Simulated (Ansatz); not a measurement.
# Cs2LaSb2: the cost of one run

Method: reference: DFT r2SCAN, plane waves, PAW, scalar-relativistic, no spin polarisation, in Ansatz 0.2.0.

1 further run of the same task is left out (it didn't finish).

### 1 The system as given

The structure is trigonal, space group P-3m1 (No. 164). The conventional cell has a = 5.373 Å, b = 5.373 Å, c = 8.840 Å, α = 90.00°, β = 90.00°, γ = 120.00°. Around Cs (site symmetry 3m) lie 4 Sb at 3.27 to 3.34 Å. Sb (site symmetry 3m) has 4 Cs at 3.27 to 3.34 Å as nearest neighbours. La (site symmetry -3m) has 6 Sb at 3.82 Å as nearest neighbours.

Coordinates:

```
Cs Sb La
1.0
     5.37317    0.00000    0.00000
    -2.68658    4.65330    0.00000
     0.00000    0.00000    8.83969
Cs Sb La
2 2 1
Direct
  0.33330 0.66670 0.63080
  0.66670 0.33330 0.36920
  0.66670 0.33330 0.74710
  0.33330 0.66670 0.25290
  0.00000 0.00000 0.00000
```

### 2 The reference run

File input.yaml:

```yaml
crystal:
  lattice:
    - [5.373166, 0.0, 0.0]
    - [-2.686583, 4.653299, 0.0]
    - [0.0, 0.0, 8.839687]
  atoms:
    - { symbol: Cs, position: [0.3333, 0.6667, 0.6308] }
    - { symbol: Cs, position: [0.6667, 0.3333, 0.3692] }
    - { symbol: Sb, position: [0.6667, 0.3333, 0.7471] }
    - { symbol: Sb, position: [0.3333, 0.6667, 0.2529] }
    - { symbol: La, position: [0.0, 0.0, 0.0] }
  symmetry: { tolerance: 0.0003 }
kpoints:
  mp_grid: { grid: [4, 4, 2], shift: [0, 0, 0] }
magnetization:
  spin_polarized: false
scf:
  occupations: { method: fermi_dirac }
hamiltonian:
  pseudopotentials: { kind: paw }
  xc: r2scan
basis:
  ecutwfc: 500
output:
  forces: true
  stress: true
  eigenvalues: true
  write_density: true
  write_potential: true
  elf: true
  volumetric_format: npy
```

Run with:

```
ansatz run input.yaml --threads 1 --pin off --max-ram 2560MiB --backend cpu --events-out ev --progress --plain --runs-dir out
```

**Question.** How long does this run take on 1 thread of Intel Xeon 6975P-C (Granite Rapids), shared host, and how much memory does it need?

About 9.2 s, with a peak of 1 GiB.
